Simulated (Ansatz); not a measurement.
Crystal: LaBi.

```
Bi La
1.0
     0.00000    3.28250    3.28250
     3.28250    0.00000    3.28250
     3.28250    3.28250    0.00000
Bi La
1 1
Direct
  0.50000 0.50000 0.50000
  0.00000 0.00000 0.00000
```

* Program: Ansatz 0.2.0
* Task: relaxation of cell and atoms
* Functional: PBE
* Potentials or basis: Ansatz PAW
* Cutoff: 420 eV (not typed: the program's choice for these potentials)
* k mesh: 7 × 7 × 7
* Occupations: fermi-dirac, width 0.05 eV
* Spin: no spin polarisation

At the start: volume 35.37 Å³/atom.

How do energy, volume and symmetry change on relaxing?

It ends after 5 steps and the volume is 36.94 Å³/atom (+4.5 %); space group Fm-3m (No. 225, to 0.05 Å).

The path:
```tsv
step	energy change (eV)	largest force (eV/Å)	volume (Å³)
1	0.0000	0.0000	70.74
2	-0.0146	0.0000	75.73
3	-0.0212	0.0000	74.02
4	-0.0212	0.0000	73.89
5	-0.0215	0.0000	73.89
```

Final structure:
```
Bi La
1.0
     0.00000    3.33054    3.33054
     3.33054    0.00000    3.33054
     3.33054    3.33054    0.00000
Bi La
1 1
Direct
  0.50000 0.50000 0.50000
  0.00000 0.00000 0.00000
```

Caveat: the plane-wave basis is chosen anew once the cell has moved, so the energies of steps on either side of that aren't comparable.
